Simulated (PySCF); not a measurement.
**Sb⁻ (triplet) at other levels of theory**

What do other methods print for Sb⁻ (triplet)?

Computed with PySCF 2.14.0. Level: method and basis as typed in the scripts.

9 further runs of the same task are left out: 2 for a known fault of the program, 7 that didn't finish.

**1. The atom**

Sb⁻ (triplet): 1 atom, charge -1, spin multiplicity 3.

**2. The base run**

Input file input.py:

```python
from pyscf import gto, dft

mol = gto.M(
    atom='Sb 0 0 0',
    basis='def2-tzvp',
    ecp={'Sb': 'def2-tzvp'},
    charge=-1,
    spin=2,
    verbose=3,
)
mf = dft.UKS(mol, xc='pw6b95')
mf.kernel()
mf.mulliken_pop()
mf.dip_moment()
print('orbital energies (hartree):', [e[max(0, n-3):n+3].round(4) for e, n in zip(mf.mo_energy, mol.nelec)])
```

Launch:

```console
$ OMP_NUM_THREADS=1 python input.py
```

**3. CASCI (ROHF)**

Edit 1 changes step after the SCF: analyze → casci; SCF type: UKS → ROHF; functional: pw6b95 → none (Hartree–Fock); active space: none → 2 electrons in 4 orbitals.

Input file input.py:

```python
from pyscf import gto, scf, mcscf

mol = gto.M(
    atom='Sb 0 0 0',
    basis='def2-tzvp',
    ecp={'Sb': 'def2-tzvp'},
    charge=-1,
    spin=2,
    verbose=3,
)
mf = scf.ROHF(mol)
mf.kernel()
mc = mcscf.CASCI(mf, 4, 2)
mc.kernel()
mc.analyze()
mf.dip_moment()
print('orbital energies (hartree):', mf.mo_energy[..., max(0, mol.nelec[1]-3):mol.nelec[0]+3].round(4))
```

**4. B3lyp5**

Edit 2 changes functional: pw6b95 → b3lyp5.

input.py, as its differences from that of step 2:

```diff
@@ -10,3 +10,3 @@
 )
-mf = dft.UKS(mol, xc='pw6b95')
+mf = dft.UKS(mol, xc='b3lyp5')
 mf.kernel()
```

**5. Pw91**

Edit 3 changes functional: pw6b95 → pw91.

input.py, as its differences from that of step 2:

```diff
@@ -10,3 +10,3 @@
 )
-mf = dft.UKS(mol, xc='pw6b95')
+mf = dft.UKS(mol, xc='pw91')
 mf.kernel()
```

**6. Stability test**

Edit 4 changes step after the SCF: analyze → stability.

input.py, as its differences from that of step 2:

```diff
@@ -12,3 +12,3 @@
 mf.kernel()
-mf.mulliken_pop()
+mf.stability(internal=True, external=True)
 mf.dip_moment()
```

What does the calculation give? Wanted: for each run, E(SCF); from base; after the SCF.

As calculated:

```csv
run,E(SCF) (hartree),from base (eV),after the SCF
base,-240.387059,0,n/a
CASCI (ROHF),-239.266064,not comparable,CASCI correlation -0.015 eV
b3lyp5,-240.239018,not comparable,n/a
pw91,-240.332189,not comparable,n/a
stability test,-240.387059,0.0000,"unstable: real -> complex, UHF/UKS -> GHF/GKS"
```

What this shows: A lower total energy from another functional means nothing by itself. The dearest run is “stability test”, at 16 s against 2.4 s.
